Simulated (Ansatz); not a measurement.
**CHAlClNO: taking an electron away**

Aim: the vertical ionisation energy of CHAlClNO, as cation minus neutral at the neutral's geometry, on several levels, and how well −ε(HOMO) stands in for it.

Computed with Ansatz 0.2.0, Gaussian basis. Level: unrestricted cation, the program's frozen cores in correlated methods.

Levels to be run: UKS PBE-D4/def2-TZVPP; UKS r2SCAN-D4/def2-TZVPP; UKS PBE0-D4/def2-TZVPP; UKS B3LYP-D4/def2-TZVPP; UKS wB97X-V/def2-TZVPP; UKS wB97M-V/def2-TZVPP; UKS B2PLYP/def2-TZVPP; UHF-CCSD(T)/def2-TZVPP; UHF-CCSD(T)/def2-QZVPP; extrapolation to the limit; then −ε(HOMO) from the neutral's earlier runs with LDA (SPW92), PBE-D4, revPBE-D4, BLYP-D4, r2SCAN-D4, B97M-V, PBE0-D4, B3LYP-D4, r2SCANh-D4, r2SCAN0-D4, HSE06-D4, BHLYP-D4, CAM-B3LYP-D4, LC-ωPBE, ωB97X-V, ωB97M-V.

## 1. The geometry

All runs share one geometry, relaxed beforehand with PBE0-D4 in a triple-zeta def2 set.

6 atoms, charge 0, spin multiplicity 1.

Atoms are counted from 1 here; the program's logs count them from 0.

Bond lengths: O1–C2 1.164 Å, C2–N3 1.197 Å, N3–Al4 1.756 Å, Al4–Cl5 2.083 Å, Al4–H6 1.562 Å. Angles: O1–C2–N3 179.3°, C2–N3–Al4 173.9°, N3–Al4–Cl5 117.9°, N3–Al4–H6 120.9°, Cl5–Al4–H6 121.2°.

## 2. Cation, UKS PBE-D4/def2-TZVPP

Input file in.yaml:

```yaml
crystal:
  periodic: [false, false, false]
  atoms:
    - {symbol: O, position_ang: [-0.593587, -1.778813, -2.271408]}
    - {symbol: C, position_ang: [-0.424167, -1.086597, -1.351587]}
    - {symbol: N, position_ang: [-0.264019, -0.376865, -0.401556]}
    - {symbol: Al, position_ang: [0.146900, 0.686507, 0.934362]}
    - {symbol: Cl, position_ang: [2.090231, 1.431777, 1.025264]}
    - {symbol: H, position_ang: [-0.913260, 1.060091, 2.018723]}
basis:
  gaussian: {orbitals: def2-TZVPP}
total_charge: 1
magnetization: {spin_polarized: true, initial_magnetization: 1}
hamiltonian: {xc: pbe, dispersion: d4}
```

The run is started by

```sh
$ ansatz run in.yaml --threads 2 --pin off --events-out ev --progress --plain --max-ram 32768MiB --backend cpu
```

After this run come: Cation, UKS r2SCAN-D4/def2-TZVPP; Cation, UKS PBE0-D4/def2-TZVPP; Cation, UKS B3LYP-D4/def2-TZVPP; Cation, UKS wB97X-V/def2-TZVPP; Cation, UKS wB97M-V/def2-TZVPP; Cation, UKS B2PLYP (frozen core)/def2-TZVPP; Cation, UHF-CCSD(T)/def2-TZVPP; Cation, UHF-CCSD(T)/def2-QZVPP.

Q: Predict the results of all the runs planned. Wanted: ionisation energy, CCSD(T)/CBS; nearest functional by difference; nearest −ε(HOMO); −ε(HOMO) of PBE; T1 of the cation.

**Answer**, as computed:

| quantity | value |
| --- | --- |
| ionisation energy, CCSD(T)/CBS | 11.47 eV |
| nearest functional by difference | ωB97X-V (-0.16 eV) |
| nearest −ε(HOMO) | LC-ωPBE (+0.13 eV) |
| −ε(HOMO) of PBE | 7.49 eV |
| T1 of the cation | 0.033 |

By cation minus neutral, the functionals miss by 0.85 eV at most. The PBE orbital energy is 4.0 eV too small: a semilocal HOMO is no ionisation energy. Among orbital estimates LC-ωPBE comes nearest. Hartree-Fock falls 1.36 eV short, as the neutral has more correlation energy than the cation. The cation's T1 (from the report) is 0.033, near the customary mark of 0.045 for open shells, so the coupled-cluster value is less safe. The cation may have settled in a state other than its lowest; no search over hole states beyond the program's own was made.
